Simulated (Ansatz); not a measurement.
**CH₄BFO: single points with varied inputs, part 1 of 2**

How do the results and run time of CH₄BFO respond when the settings are drawn wide?

Method: the settings change from run to run; program: Ansatz 0.2.0, Gaussian basis.

1 further run of the same task is left out (it didn't finish).

### Step 1. The geometry

The geometry comes from an earlier relaxation with PBE0-D4 in a triple-zeta def2 set; it is a stationary point, not always the lowest conformer.

SMILES `BOCF`, 8 atoms, charge 0, spin multiplicity 1.

Atoms are counted from 1 here; the program's logs count them from 0.

Bond lengths: B1–O2 1.350 Å, B1–H5 1.201 Å, B1–H6 1.193 Å, O2–C3 1.389 Å, C3–F4 1.363 Å, C3–H7 1.095 Å, C3–H8 1.092 Å. Angles: O2–B1–H5 119.7°, O2–B1–H6 116.8°, H5–B1–H6 123.5°, B1–O2–C3 121.2°, O2–C3–F4 108.8°, O2–C3–H7 111.1°, O2–C3–H8 108.4°, F4–C3–H7 108.1°, F4–C3–H8 108.1°, H7–C3–H8 112.2°.

### Step 2. B97/x2c-TZVPPall

Set apart from the defaults: density fitting with def2-universal-jkfit.

in.yaml

```yaml
crystal:
  periodic: [false, false, false]
  atoms:
    - {symbol: B, position_ang: [-0.895606, 0.807452, 0.575661]}
    - {symbol: O, position_ang: [0.208753, 0.042087, 0.704346]}
    - {symbol: C, position_ang: [0.779096, -0.589925, -0.392857]}
    - {symbol: F, position_ang: [0.424820, -1.906086, -0.375825]}
    - {symbol: H, position_ang: [-1.369856, 0.988780, -0.512449]}
    - {symbol: H, position_ang: [-1.341009, 1.283194, 1.575408]}
    - {symbol: H, position_ang: [0.420494, -0.152564, -1.330534]}
    - {symbol: H, position_ang: [1.865506, -0.530039, -0.299548]}
basis:
  gaussian: {orbitals: x2c-TZVPPall, fitting: {mean_field: def2-universal-jkfit}}
hamiltonian: {xc: {name: B97}}
output: {forces: true}
```

Run with:

```
$ ansatz run in.yaml --threads 2 --pin off --events-out ev --progress --plain --max-ram 4352MiB
```

The program printed:

```text
Functional definition: B97
  name "B97"
  cite "Becke, J. Chem. Phys. 107, 8554 (1997) doi:10.1063/1.475007"
  parameter cx = 0.1943
  parameter cx0 = 0.8094
  parameter cx1 = 0.5073
  parameter cx2 = 0.7481
  parameter css0 = 0.1737
  parameter css1 = 2.3487
  parameter css2 = -2.4868
  parameter cos0 = 0.9454
  parameter cos1 = 0.7471
  parameter cos2 = -4.5961
  exchange = spin_sum(e_x_unif_s*poly(b97_u_x, cx0, cx1, cx2)) + cx*exact_x
  correlation = spin_sum(e_c_pw_same_spin*poly(b97_u_same, css0, css1, css2))
      + integral(e_c_pw_opposite_spin*poly(b97_u_opposite, cos0, cos1, cos2))
376 factors; integrals over basis functions are off by at most 1.7e0 eV
mean field evaluation 1: about -6544.5886 eV, gradient 4.5e1 eV
mean field evaluation 2: about -6540.1329 eV, gradient 6.8e1 eV
mean field evaluation 4: about -6547.9851 eV, gradient 3.0e0 eV
mean field evaluation 8: about -6547.9997 eV, gradient 6.2e-2 eV
mean field -6547.99966505 eV, -240.6345492969 hartree, gradient 6.9e-5 eV, S^2 0.000000; 0 other end points of the search recorded, 0 dependent functions left out
the calculation of the forces begins
reference -6547.99968922 eV, -240.6345501851 hartree; 16, 16 occupied and 164, 164 virtual orbitals, 376 factors
Total energy: -6547.99968922 eV, -240.6345501851 hartree
Relativity: scalar
Atom 0 at    -0.895606     0.807452     0.575661 Å, force    -0.223199     0.157312     0.007080 eV/Å
Atom 1 at     0.208753     0.042087     0.704346 Å, force     0.035326     0.054581     0.253366 eV/Å
Atom 2 at     0.779096    -0.589925    -0.392857 Å, force     0.214179     0.127425    -0.231792 eV/Å
Atom 3 at     0.424820    -1.906086    -0.375825 Å, force    -0.074488    -0.339442    -0.014130 eV/Å
Atom 4 at    -1.369856     0.988780    -0.512449 Å, force     0.003639     0.006367     0.049443 eV/Å
Atom 5 at    -1.341009     1.283194     1.575408 Å, force     0.008301    -0.010147    -0.038015 eV/Å
Atom 6 at     0.420494    -0.152564    -1.330534 Å, force     0.017756    -0.000618    -0.019034 eV/Å
Atom 7 at     1.865506    -0.530039    -0.299548 Å, force     0.018485     0.004522    -0.006918 eV/Å
Dipole moment:     0.157569     0.222335    -0.220494 e Å
```

Wall time 4.2 s (2 threads of Arm Neoverse V1, shared host).

Largest force 0.348 eV/Å, dipole 1.68 D.

### Step 3. B2PLYP/def2-SVP

Set apart from the defaults: multiplicity 3, atoms shaken by 0.08 Å.

in.yaml

```yaml
crystal:
  periodic: [false, false, false]
  atoms:
    - {symbol: B, position_ang: [-0.944436, 0.794119, 0.582960]}
    - {symbol: O, position_ang: [0.093846, -0.023370, 0.734797]}
    - {symbol: C, position_ang: [0.719987, -0.741496, -0.423701]}
    - {symbol: F, position_ang: [0.416458, -1.864852, -0.481559]}
    - {symbol: H, position_ang: [-1.467735, 1.045640, -0.614195]}
    - {symbol: H, position_ang: [-1.298417, 1.196916, 1.428148]}
    - {symbol: H, position_ang: [0.379503, -0.252979, -1.340565]}
    - {symbol: H, position_ang: [1.867939, -0.632179, -0.329190]}
basis:
  gaussian: {orbitals: def2-SVP}
magnetization: {spin_polarized: true, initial_magnetization: 2}
hamiltonian: {xc: {name: B2PLYP}}
output: {forces: true}
```

Same command.

The program printed:

```text
Functional definition: B2PLYP
  name "B2PLYP"
  cite "Grimme, J. Chem. Phys. 124, 034108 (2006) doi:10.1063/1.2148954"
  cite "Becke, Phys. Rev. A 38, 3098 (1988) doi:10.1103/PhysRevA.38.3098"
  cite "Lee, Yang & Parr, Phys. Rev. B 37, 785 (1988) doi:10.1103/PhysRevB.37.785"
  parameter a = 0.53
  parameter c = 0.27
  exchange = (1 - a)*b88_x + a*exact_x
  correlation = (1 - c)*lyp_c + c*(mp2_os + mp2_ss)
751 factors; integrals over basis functions are off by at most 1.2e-3 eV
mean field evaluation 1: about -6510.0491 eV, gradient 3.2e1 eV
mean field evaluation 2: about -6510.1339 eV, gradient 3.2e1 eV
mean field evaluation 4: about -6517.5375 eV, gradient 6.8e0 eV
mean field evaluation 8: about -6518.4961 eV, gradient 5.2e-1 eV
mean field evaluation 16: about -6518.5141 eV, gradient 2.2e-2 eV
mean field evaluation 32: about -6518.5142 eV, gradient 1.3e-5 eV
mean field evaluation 64: about -6509.6837 eV, gradient 2.2e1 eV
mean field evaluation 96: about -6518.4947 eV, gradient 9.0e-1 eV
mean field -6518.51417152 eV, -239.5509773957 hartree, gradient 5.2e-6 eV, S^2 2.010196; 4 other end points of the search recorded, 0 dependent functions left out
4 core orbitals not correlated: weight in the atoms' cores, before any rotation towards them, 1.000 or more for the frozen orbitals, at most 0.000 for the correlated occupied ones
reference -6518.51430363 eV, -239.5509822508 hartree; 13, 11 occupied and 59, 61 virtual orbitals, 751 factors
second order -19.50787686 eV of doubles, -0.00000000 eV of singles
the calculation of the forces begins
Total energy: -6523.78143039 eV, -239.7445455888 hartree
Atom 0 at    -0.944436     0.794119     0.582960 Å, force     1.632957    -2.169420    -6.057103 eV/Å
Atom 1 at     0.093846    -0.023370     0.734797 Å, force     2.414980    -2.402321    -2.952775 eV/Å
Atom 2 at     0.719987    -0.741496    -0.423701 Å, force     4.833219    11.362259     1.098745 eV/Å
Atom 3 at     0.416458    -1.864852    -0.481559 Å, force    -3.547435   -12.327553     0.216659 eV/Å
Atom 4 at    -1.467735     1.045640    -0.614195 Å, force     0.111539    -0.043021     0.894393 eV/Å
Atom 5 at    -1.298417     1.196916     1.428148 Å, force    -4.092599     4.255385     6.593202 eV/Å
Atom 6 at     0.379503    -0.252979    -1.340565 Å, force     0.044007     1.021596    -0.024610 eV/Å
Atom 7 at     1.867939    -0.632179    -0.329190 Å, force    -1.396669     0.303073     0.231488 eV/Å
Dipole moment:     0.280511    -0.171516    -0.480208 e Å
```

Run time: 9.5 s. Hardware: 2 threads of Arm Neoverse V1, shared host.

Largest force 12.830 eV/Å, dipole 2.80 D, ⟨S²⟩ 2.010.

### Step 4. revPBE0/STO-3G

This run has coordinates scaled by 0.92, density fitting with cc-pVTZ-jkfit.

in.yaml

```yaml
crystal:
  periodic: [false, false, false]
  atoms:
    - {symbol: B, position_ang: [-0.823957, 0.742856, 0.529608]}
    - {symbol: O, position_ang: [0.192053, 0.038720, 0.647998]}
    - {symbol: C, position_ang: [0.716768, -0.542731, -0.361428]}
    - {symbol: F, position_ang: [0.390834, -1.753599, -0.345759]}
    - {symbol: H, position_ang: [-1.260267, 0.909677, -0.471453]}
    - {symbol: H, position_ang: [-1.233728, 1.180539, 1.449375]}
    - {symbol: H, position_ang: [0.386855, -0.140359, -1.224092]}
    - {symbol: H, position_ang: [1.716266, -0.487636, -0.275584]}
basis:
  gaussian: {orbitals: STO-3G, fitting: {mean_field: cc-pVTZ-jkfit}}
hamiltonian: {xc: {name: revPBE0}}
output: {forces: true}
```

Same command.

The program printed:

```text
Functional definition: revPBE0
  name "revPBE0"
  cite "Zhang & Yang, Phys. Rev. Lett. 80, 890 (1998) doi:10.1103/PhysRevLett.80.890"
  cite "Adamo & Barone, J. Chem. Phys. 110, 6158 (1999) doi:10.1063/1.478522"
  cite "Perdew, Burke & Ernzerhof, Phys. Rev. Lett. 77, 3865 (1996) doi:10.1103/PhysRevLett.77.3865"
  parameter a = 0.25
  parameter kappa = 1.245
  parameter beta = 0.06672455060314922
  exchange = (1 - a)*pbe_x(kappa = kappa, mu = beta*pi^2/3) + a*exact_x
  correlation = pbe_c(beta = beta)
436 factors; integrals over basis functions are off by at most 7.9e-4 eV
mean field evaluation 1: about -6448.0393 eV, gradient 1.9e1 eV
mean field evaluation 2: about -6448.6403 eV, gradient 1.3e1 eV
mean field evaluation 4: about -6449.0567 eV, gradient 1.6e-1 eV
mean field evaluation 8: about -6449.0600 eV, gradient 2.1e-3 eV
mean field -6449.06003482 eV, -236.9985849496 hartree, gradient 2.1e-5 eV, S^2 0.000000; 0 other end points of the search recorded, 0 dependent functions left out
the calculation of the forces begins
reference -6449.06004987 eV, -236.9985855027 hartree; 16, 16 occupied and 8, 8 virtual orbitals, 436 factors
Total energy: -6449.06004987 eV, -236.9985855027 hartree
Atom 0 at    -0.823957     0.742856     0.529608 Å, force    -3.992919     2.902368     0.051710 eV/Å
Atom 1 at     0.192053     0.038720     0.647998 Å, force     1.134198     1.921565     9.610216 eV/Å
Atom 2 at     0.716768    -0.542731    -0.361428 Å, force     3.058916     0.202953    -4.044356 eV/Å
Atom 3 at     0.390834    -1.753599    -0.345759 Å, force    -2.825037   -11.127941    -0.065283 eV/Å
Atom 4 at    -1.260267     0.909677    -0.471453 Å, force    -1.254066     0.600055    -2.397346 eV/Å
Atom 5 at    -1.233728     1.180539     1.449375 Å, force    -1.354004     1.272264     2.314381 eV/Å
Atom 6 at     0.386855    -0.140359    -1.224092 Å, force    -1.365318     3.083523    -5.502671 eV/Å
Atom 7 at     1.716266    -0.487636    -0.275584 Å, force     6.598231     1.145212     0.033348 eV/Å
Dipole moment:     0.231831    -0.045214    -0.209638 e Å
```

It took 0.45 s on 2 threads of Arm Neoverse V1, shared host.

Largest force 11.481 eV/Å, dipole 1.52 D.

### Step 5. B2GP-PLYP/x2c-TZVPPall

This run has multiplicity 3, atoms shaken by 0.15 Å.

in.yaml

```yaml
crystal:
  periodic: [false, false, false]
  atoms:
    - {symbol: B, position_ang: [-0.961831, 0.929304, 0.626248]}
    - {symbol: O, position_ang: [0.191484, -0.138469, 0.687434]}
    - {symbol: C, position_ang: [0.797987, -0.543604, -0.422874]}
    - {symbol: F, position_ang: [0.213422, -1.881537, -0.473462]}
    - {symbol: H, position_ang: [-1.364032, 0.774048, -0.613574]}
    - {symbol: H, position_ang: [-1.410059, 1.282440, 1.625036]}
    - {symbol: H, position_ang: [0.298580, -0.097675, -1.324572]}
    - {symbol: H, position_ang: [1.931538, -0.545505, -0.509463]}
basis:
  gaussian: {orbitals: x2c-TZVPPall}
magnetization: {spin_polarized: true, initial_magnetization: 2}
hamiltonian: {xc: {name: B2GP-PLYP}}
```

Same command.

The program printed:

```text
Functional definition: B2GP-PLYP
  name "B2GP-PLYP"
  cite "Karton, Tarnopolsky, Lamère, Schatz & Martin, J. Phys. Chem. A 112, 12868 (2008) doi:10.1021/jp801805p"
  cite "Becke, Phys. Rev. A 38, 3098 (1988) doi:10.1103/PhysRevA.38.3098"
  cite "Lee, Yang & Parr, Phys. Rev. B 37, 785 (1988) doi:10.1103/PhysRevB.37.785"
  parameter a = 0.65
  parameter c = 0.36
  exchange = (1 - a)*b88_x + a*exact_x
  correlation = (1 - c)*lyp_c + c*(mp2_os + mp2_ss)
1109 factors; integrals over basis functions are off by at most 1.3e-3 eV
mean field evaluation 1: about -6525.4055 eV, gradient 2.5e1 eV
mean field evaluation 2: about -6525.4093 eV, gradient 2.5e1 eV
mean field evaluation 4: about -6528.8732 eV, gradient 3.8e0 eV
mean field evaluation 8: about -6529.2848 eV, gradient 4.4e-1 eV
mean field evaluation 16: about -6529.3380 eV, gradient 2.3e-1 eV
mean field evaluation 32: about -6529.3385 eV, gradient 3.3e-5 eV
mean field -6529.33849661 eV, -239.9487640057 hartree, gradient 7.5e-6 eV, S^2 2.012802; 2 other end points of the search recorded, 0 dependent functions left out
4 core orbitals not correlated: weight in the atoms' cores, before any rotation towards them, 1.000 or more for the frozen orbitals, at most 0.000 for the correlated occupied ones
reference -6529.33860805 eV, -239.9487681013 hartree; 13, 11 occupied and 163, 165 virtual orbitals, 1109 factors
second order -22.70150623 eV of doubles, -0.00000000 eV of singles
Total energy: -6537.51115030 eV, -240.2491034891 hartree
Relativity: scalar
```

Run time: 11 s. Hardware: 2 threads of Arm Neoverse V1, shared host; peak memory 0.42 GiB.

⟨S²⟩ 2.013.

(Continued in part 2 of 2.)
